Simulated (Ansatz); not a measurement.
Task: a rigid scan of one bond angle of CH₅ClOSi, SMILES C[SiH](O)Cl, with Ansatz 0.2.0, Python API. Give the script and its output. Settings (for the species named): PBE0, def2-SVP basis, multiplicity 1, D4 dispersion.

| atom | x (Å) | y (Å) | z (Å) |
| --- | --- | --- | --- |
| C | -0.6502 | 0.8728 | -0.3866 |
| Si | -0.0064 | -0.6402 | 0.2975 |
| O | 1.3552 | -0.4143 | 1.1597 |
| Cl | 0.6559 | -1.8498 | -1.2379 |
| H | -1.5792 | 0.7119 | -1.0322 |
| H | -1.0008 | 1.6222 | 0.3956 |
| H | 0.0593 | 1.4405 | -1.0209 |
| H | -0.9569 | -1.3534 | 1.1095 |
| H | 2.2117 | -0.4360 | 0.6981 |

Script `bend_ch5closi.py`:
```python
"""Energy of CH5ClOSi against one bond angle."""

import ansatz as az
from ase import Atoms

atoms = Atoms(["C", "Si", "O", "Cl", "H", "H", "H", "H", "H"], positions=[
    (-0.6502, 0.8728, -0.3866),
    (-0.0064, -0.6402, 0.2975),
    (1.3552, -0.4143, 1.1597),
    (0.6559, -1.8498, -1.2379),
    (-1.5792, 0.7119, -1.0322),
    (-1.0008, 1.6222, 0.3956),
    (0.0593, 1.4405, -1.0209),
    (-0.9569, -1.3534, 1.1095),
    (2.2117, -0.436, 0.6981),
])

# start the scan from a relaxed geometry
first = (
    az.Crystal.molecule_from_ase(atoms).calculation()
    .basis(gaussian="def2-SVP")
    .functional("PBE0", dispersion="d4")
    .relax(force_tolerance=0.02, max_steps=80)
)
atoms.positions = first.run(threads=1, pin="off").report["positions_ang"]

rows = []
for angle in [90, 100, 110, 120, 135, 150, 165, 179]:
    bent = atoms.copy()
    bent.set_angle(1, 2, 8, angle, indices=[8])
    setup = (
        az.Crystal.molecule_from_ase(bent).calculation()
        .basis(gaussian="def2-SVP")
        .functional("PBE0", dispersion="d4")
    )
    rows.append((angle, setup.run(threads=1, pin="off").report["free_energy_ev"]))
floor = min(e for _, e in rows)
for angle, e in rows:
    print(f"angle Si1-O2-H8 = {angle:3d} deg   {1000 * (e - floor):9.1f} meV")
```

Running `python bend_ch5closi.py` prints:
```text
angle Si1-O2-H8 =  90 deg       332.5 meV
angle Si1-O2-H8 = 100 deg       120.3 meV
angle Si1-O2-H8 = 110 deg        19.1 meV
angle Si1-O2-H8 = 120 deg         0.0 meV
angle Si1-O2-H8 = 135 deg        71.2 meV
angle Si1-O2-H8 = 150 deg       196.9 meV
angle Si1-O2-H8 = 165 deg       312.6 meV
angle Si1-O2-H8 = 179 deg       369.6 meV
```

The scan is rigid, and the energies are electronic, in a modest basis. The zero is the lowest point of the grid, which needn't be the minimum. Finished in 69 s on 1 thread of Arm Neoverse V1, on a shared host, peak memory 0.25 GiB.
